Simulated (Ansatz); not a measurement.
# SiEt(NMe2)3 (C8H23N3Si): the relaxed shape and its frontier levels

Aim: characterise SiEt(NMe2)3 (C8H23N3Si) as a singlet: its structure, frontier levels and distribution of charge.

Program: Ansatz 0.2.0, Gaussian basis. Level of theory: RKS PBE0-D4/def2-TZVP. These are calculated values, not measurements.

Levels to be run: relaxation at PBE-D4/def2-SVP; a single point at PBE0-D4/def2-TZVP.

### Step 1. The system as given

35 atoms, charge 0, spin multiplicity 1.

Atoms are counted from 1 here; the program's logs count them from 0.

Bond lengths: Si1–C2 1.915 Å, Si1–N9 1.735 Å, Si1–N18 1.727 Å, Si1–N27 1.732 Å, C2–C3 1.526 Å, C2–H4 1.090 Å, C2–H5 1.090 Å, C3–H6 1.090 Å, C3–H7 1.088 Å, C3–H8 1.086 Å, N9–C10 1.443 Å, N9–C11 1.440 Å, C10–H12 1.097 Å, C10–H13 1.085 Å, C10–H14 1.095 Å, C11–H15 1.085 Å, C11–H16 1.095 Å, C11–H17 1.098 Å and more. Angles: C2–Si1–N9 113.4°, C2–Si1–N18 107.9°, C2–Si1–N27 107.9°, N9–Si1–N18 104.2°, N9–Si1–N27 111.6°, N18–Si1–N27 111.7°, Si1–C2–C3 113.4°, Si1–C2–H4 110.8°, Si1–C2–H5 109.2°, C3–C2–H4 108.8°, C3–C2–H5 108.0°, H4–C2–H5 106.4°, C2–C3–H6 111.0°, C2–C3–H7 111.2°, C2–C3–H8 110.4°, H6–C3–H7 108.1°, H6–C3–H8 108.1°, H7–C3–H8 107.9° and more.

The start is a GFN2-xTB geometry.

### Step 2. Optimising with PBE-D4/def2-SVP

Contents of in.yaml:

```yaml
crystal:
  periodic: [false, false, false]
  atoms:
    - {symbol: Si, position_ang: [-0.147210, 0.085120, 0.183480]}
    - {symbol: C, position_ang: [-0.096160, 0.067960, 2.097900]}
    - {symbol: C, position_ang: [1.155880, -0.595380, 2.663930]}
    - {symbol: H, position_ang: [-0.974220, -0.433830, 2.504520]}
    - {symbol: H, position_ang: [-0.129510, 1.093240, 2.466320]}
    - {symbol: H, position_ang: [1.137850, -0.598060, 3.753520]}
    - {symbol: H, position_ang: [1.242690, -1.624960, 2.324190]}
    - {symbol: H, position_ang: [2.045250, -0.061270, 2.342100]}
    - {symbol: N, position_ang: [1.426170, 0.123980, -0.547420]}
    - {symbol: C, position_ang: [2.342170, 1.217760, -0.332050]}
    - {symbol: C, position_ang: [2.095550, -1.065490, -1.006490]}
    - {symbol: H, position_ang: [3.122870, 0.954070, 0.392640]}
    - {symbol: H, position_ang: [1.796030, 2.079070, 0.039060]}
    - {symbol: H, position_ang: [2.836730, 1.487020, -1.271730]}
    - {symbol: H, position_ang: [1.364600, -1.841440, -1.206240]}
    - {symbol: H, position_ang: [2.644880, -0.854000, -1.930010]}
    - {symbol: H, position_ang: [2.812690, -1.442990, -0.266120]}
    - {symbol: N, position_ang: [-0.884340, 1.565530, -0.315650]}
    - {symbol: C, position_ang: [-2.063900, 2.082020, 0.327350]}
    - {symbol: C, position_ang: [-0.652410, 2.178190, -1.597430]}
    - {symbol: H, position_ang: [-1.971600, 3.163620, 0.474300]}
    - {symbol: H, position_ang: [-2.196680, 1.605050, 1.292530]}
    - {symbol: H, position_ang: [-2.961920, 1.898310, -0.275840]}
    - {symbol: H, position_ang: [0.207630, 1.716150, -2.069680]}
    - {symbol: H, position_ang: [-1.521690, 2.068880, -2.259900]}
    - {symbol: H, position_ang: [-0.461580, 3.250470, -1.476260]}
    - {symbol: N, position_ang: [-1.059250, -1.292220, -0.336980]}
    - {symbol: C, position_ang: [-1.008680, -2.587720, 0.291180]}
    - {symbol: C, position_ang: [-1.652980, -1.348030, -1.649940]}
    - {symbol: H, position_ang: [-2.017850, -3.005370, 0.369380]}
    - {symbol: H, position_ang: [-0.590090, -2.500380, 1.287650]}
    - {symbol: H, position_ang: [-0.397600, -3.296520, -0.283110]}
    - {symbol: H, position_ang: [-1.714160, -0.347080, -2.061810]}
    - {symbol: H, position_ang: [-1.067640, -1.972320, -2.336590]}
    - {symbol: H, position_ang: [-2.661510, -1.769370, -1.586810]}
basis:
  gaussian: {orbitals: def2-SVP}
hamiltonian: {xc: pbe, dispersion: d4}
scf: {lower_state_search: "off"}
output: {orbitals: {seedname: orbitals}}
relax: {f_tol: 0.03, max_steps: 70}
```

Launch:

```
$ ansatz run in.yaml --threads 2 --pin off --events-out ev --progress --plain --max-ram 22528MiB --backend cuda --devices 0, --max-vram 18GiB
```

After this run come: Single point, PBE0-D4/def2-TZVP.

**Question.** What will the summary of the whole plan be? Wanted: point group; commonest bond, hydrogen aside; HOMO, LUMO at PBE0-D4/def2-TZVP; dipole at PBE-D4/def2-SVP.

The runs gave:

| quantity | value |
| --- | --- |
| point group | C1 |
| commonest bond, hydrogen aside | C–N, 6 of mean length 1.447 Å |
| HOMO, LUMO at PBE0-D4/def2-TZVP | -5.89, 0.79 eV |
| dipole at PBE-D4/def2-SVP | 0.16 D |

In words: The molecule keeps its bonding pattern by the stored test; the atoms moved 0.13 Å (rms). No usable vibrations, so a minimum isn't proven. The point group is read from a loosely relaxed geometry; soft torsions can leave it below the true symmetry.
